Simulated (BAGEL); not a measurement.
**BSiH4ClO (SMILES OB([SiH3])Cl): PBE0/6-31G(d) (density fitting with qzvpp-jkfit, spherical functions)**

Aim: the energy change on altering one bond length of BSiH4ClO at PBE0/6-31G* (density fitting with qzvpp-jkfit, spherical functions), from 2 runs. 

Program for the calculation: BAGEL 1.2.2.

1 further run of the same task is left out (set aside as unsound or not needed). Runs told in other sessions of the task aren't counted.

## (1) Starting point

BSiH4ClO: 8 atoms, total charge 0, spin state singlet. SMILES: `OB([SiH3])Cl`. Geometry: relaxed at PBE0-D4/def2-TZVP. This is one conformer, not always the lowest.

Bond lengths: O1–B2 1.343 Å, B2–Si3 2.023 Å, B2–Cl4 1.779 Å, O1–H5 0.965 Å, Si3–H6 1.486 Å, Si3–H7 1.488 Å, Si3–H8 1.488 Å. Angles: O1–B2–Si3 121.8°, O1–B2–Cl4 119.2°, Si3–B2–Cl4 119.0°, B2–O1–H5 113.9°, B2–Si3–H6 112.1°, B2–Si3–H7 109.2°, B2–Si3–H8 109.2°, H6–Si3–H7 109.1°, H6–Si3–H8 109.1°, H7–Si3–H8 108.1°.

## (2) A single-point energy at PBE0/6-31G(d) (density fitting with qzvpp-jkfit, spherical functions)

job.json reads:

```json
{ "bagel" : [

{
  "title" : "molecule",
  "basis" : "6-31gs.json",
  "df_basis" : "qzvpp-jkfit",
  "angstrom" : true,
  "geometry" : [
    { "atom" : "O", "xyz" : [      -0.463400,       1.550900,      -0.888000 ] },
    { "atom" : "B", "xyz" : [      -0.138100,       0.255300,      -0.750100 ] },
    { "atom" : "Si", "xyz" : [       0.266300,      -0.556200,       1.058400 ] },
    { "atom" : "Cl", "xyz" : [      -0.059100,      -0.776800,      -2.196400 ] },
    { "atom" : "H", "xyz" : [      -0.632500,       1.816900,      -1.799600 ] },
    { "atom" : "H", "xyz" : [       0.148700,       0.439400,       2.155900 ] },
    { "atom" : "H", "xyz" : [       1.647900,      -1.109100,       1.049100 ] },
    { "atom" : "H", "xyz" : [      -0.677900,      -1.677400,       1.315000 ] }
  ]
},

{ "title" : "ks", "xc_func" : "pbe0" },

{ "title" : "print", "file" : "orbitals.molden", "orbitals" : true }

]}
```

The basis set 6-31G* is read from a file made from the Basis Set Exchange's data (not shown).

Command:

```console
$ BAGEL_NUM_THREADS=1 BAGEL job.json > job.out
```

The program printed:

```text
* using 1 threads per process

  ===============================================================
  ===============================================================

  *** Geometry ***

  { "atom" : "O", "xyz" : [     -0.875699,      2.930776,     -1.678077 ] },
  { "atom" : "B", "xyz" : [     -0.260971,      0.482447,     -1.417484 ] },
  { "atom" : "Si", "xyz" : [      0.503234,     -1.051066,      2.000086 ] },
  { "atom" : "Cl", "xyz" : [     -0.111683,     -1.467939,     -4.150594 ] },
  { "atom" : "H", "xyz" : [     -1.195252,      3.433443,     -3.400751 ] },
  { "atom" : "H", "xyz" : [      0.281002,      0.830346,      4.074061 ] },
  { "atom" : "H", "xyz" : [      3.114080,     -2.095895,      1.982512 ] },
  { "atom" : "H", "xyz" : [     -1.281045,     -3.169827,      2.484990 ] },

  Number of auxiliary basis functions:      480

  Since a DF basis is specified, we compute 2- and 3-index integrals:
    o Being stored without compression. Storage requirement is 0.020 GB

  Number of basis functions:       72
  Number of electrons      :       48

    * METHOD: MOLECULE                             0.25

  *** Kohn-Sham DFT ***

    * Removing 14374 points whose weight is below 1.00e-10
    * Grid points: 104874

  === Nuclear Repulsion ===
   184.5032016099

       - DIIS with orbital gradients will be used.

  === KS iteration (pbe0 / 6-31gs.json) ===
      0       -815.67454130          0.17789636           0.35
      1       -780.32169573          0.11968479           0.33
      2       -699.87749103          0.16687191           0.35
      3       -835.34883176          0.11905273           0.32
      4       -834.45408761          0.11997150           0.33
      5       -837.42250178          0.11250748           0.33
      6       -837.37042387          0.11294691           0.34
      7       -785.07189118          0.12676716           0.32
      8       -846.02409413          0.08336853           0.32
      9       -850.10377284          0.05717209           0.33
     10       -847.47753334          0.07162357           0.33
     11       -847.48433353          0.07182517           0.32
     12       -847.20525549          0.07311594           0.32
     13       -833.67344720          0.13554425           0.34
     14       -851.71502323          0.01523334           0.33
     15       -851.77825364          0.00991632           0.33
     16       -851.81322934          0.00198778           0.33
     17       -851.81451124          0.00069071           0.33
     18       -851.81473034          0.00021288           0.32
     19       -851.81475748          0.00004620           0.32
     20       -851.81475895          0.00000975           0.33
     21       -851.81475900          0.00000199           0.32
     22       -851.81475900          0.00000052           0.32
     23       -851.81475900          0.00000020           0.33
     24       -851.81475900          0.00000006           0.34
     25       -851.81475900          0.00000003           0.35
     26       -851.81475900          0.00000001           0.33
     27       -851.81475900          0.00000000           0.32
    * SCF iteration converged.

    * Permanent dipole moment:
           (    0.153854,    -0.487457,     0.320838) a.u.

    * METHOD: KS                                   9.75

    * METHOD: PRINT                                0.01

  ===============================================================
```

It took 10 s on 1 thread of Arm Neoverse V1, shared host; peak memory 0.39 GiB.

## (3) The distorted shape

dft.json reads:

```json
{ "bagel": [

{
  "title": "molecule",
  "basis": "6-31gs.json",
  "df_basis": "qzvpp-jkfit",
  "angstrom": true,
  "geometry": [
    { "atom": "O", "xyz": [      -0.665604,       1.956658,      -1.792268 ] },
    { "atom": "B", "xyz": [      -0.340304,       0.661058,      -1.654368 ] },
    { "atom": "Si", "xyz": [       0.266300,      -0.556200,       1.058400 ] },
    { "atom": "Cl", "xyz": [      -0.261304,      -0.371042,      -3.100668 ] },
    { "atom": "H", "xyz": [      -0.834704,       2.222658,      -2.703868 ] },
    { "atom": "H", "xyz": [       0.148700,       0.439400,       2.155900 ] },
    { "atom": "H", "xyz": [       1.647900,      -1.109100,       1.049100 ] },
    { "atom": "H", "xyz": [      -0.677900,      -1.677400,       1.315000 ] }
  ]
},

{
  "title": "ks",
  "xc_func": "pbe0"
},

{
  "title": "print",
  "file": "orbitals.molden",
  "orbitals": true
}

]}
```

The basis set 6-31G* is read from a file made from the Basis Set Exchange's data (not shown).

Command:

```console
$ BAGEL_NUM_THREADS=1 BAGEL dft.json > dft.out
```

The program printed:

```text
* using 1 threads per process

  ===============================================================
  ===============================================================

  *** Geometry ***

  { "atom" : "O", "xyz" : [     -1.257809,      3.697548,     -3.386896 ] },
  { "atom" : "B", "xyz" : [     -0.643081,      1.249219,     -3.126302 ] },
  { "atom" : "Si", "xyz" : [      0.503234,     -1.051066,      2.000086 ] },
  { "atom" : "Cl", "xyz" : [     -0.493793,     -0.701168,     -5.859413 ] },
  { "atom" : "H", "xyz" : [     -1.577362,      4.200215,     -5.109570 ] },
  { "atom" : "H", "xyz" : [      0.281002,      0.830346,      4.074061 ] },
  { "atom" : "H", "xyz" : [      3.114080,     -2.095895,      1.982512 ] },
  { "atom" : "H", "xyz" : [     -1.281045,     -3.169827,      2.484990 ] },

  Number of auxiliary basis functions:      480

  Since a DF basis is specified, we compute 2- and 3-index integrals:
    o Being stored without compression. Storage requirement is 0.020 GB

  Number of basis functions:       72
  Number of electrons      :       48

    * METHOD: MOLECULE                             0.25

  *** Kohn-Sham DFT ***

    * Removing 12996 points whose weight is below 1.00e-10
    * Grid points: 106252

  === Nuclear Repulsion ===
   162.0065384031

       - DIIS with orbital gradients will be used.

  === KS iteration (pbe0 / 6-31gs.json) ===
      0       -800.16702718          0.14075875           0.35
      1       -652.92396142          0.16140000           0.33
      2       -682.72367856          0.13168771           0.34
      3       -826.44462937          0.15864642           0.33
      4       -849.77703301          0.04435793           0.33
      5       -833.22537227          0.11558870           0.32
      6       -834.54416112          0.11076945           0.33
      7       -830.04677763          0.11051317           0.32
      8       -843.67031755          0.06503116           0.33
      9       -851.22426375          0.02503374           0.33
     10       -851.53544107          0.01398820           0.32
     11       -851.67490740          0.00827228           0.31
     12       -851.71703382          0.00433275           0.31
     13       -851.72319266          0.00248568           0.33
     14       -851.72652085          0.00060450           0.32
     15       -851.72691678          0.00011305           0.32
     16       -851.72692544          0.00004320           0.33
     17       -851.72692668          0.00001152           0.32
     18       -851.72692675          0.00000241           0.32
     19       -851.72692675          0.00000034           0.33
     20       -851.72692675          0.00000010           0.33
     21       -851.72692675          0.00000004           0.33
     22       -851.72692675          0.00000001           0.32
    * SCF iteration converged.

    * Permanent dipole moment:
           (    0.152250,    -0.455027,     0.374496) a.u.

    * METHOD: KS                                   8.05

    * METHOD: PRINT                                0.01

  ===============================================================
```

It took 8.7 s on 1 thread of Arm Neoverse V1, shared host; peak memory 0.39 GiB.

## (4) Results

At PBE0/6-31G* (density fitting with qzvpp-jkfit, spherical functions):

| quantity | value |
| --- | --- |
| first shape: total energy | -851.81476 Eh |
| first shape: dipole moment | 1.53 D |
| first shape: HOMO energy | -8.35 eV |
| first shape: LUMO energy | -0.83 eV |
| first shape: HOMO–LUMO gap | 7.52 eV |
| distorted shape: total energy | -851.72693 Eh |
| distorted shape: dipole moment | 1.55 D |
| distorted shape: HOMO energy | -6.67 eV |
| distorted shape: LUMO energy | -1.61 eV |
| distorted shape: HOMO–LUMO gap | 5.06 eV |
| energy change with the B2–Si3 bond stretched from 2.023 to 3.035 Å | 2.390 eV |

What this shows: With the B2–Si3 bond stretched from 2.023 to 3.035 Å the energy rises by 2.39 eV (55 kcal/mol). The first shape isn't relaxed at this level, so the change isn't measured from a minimum.
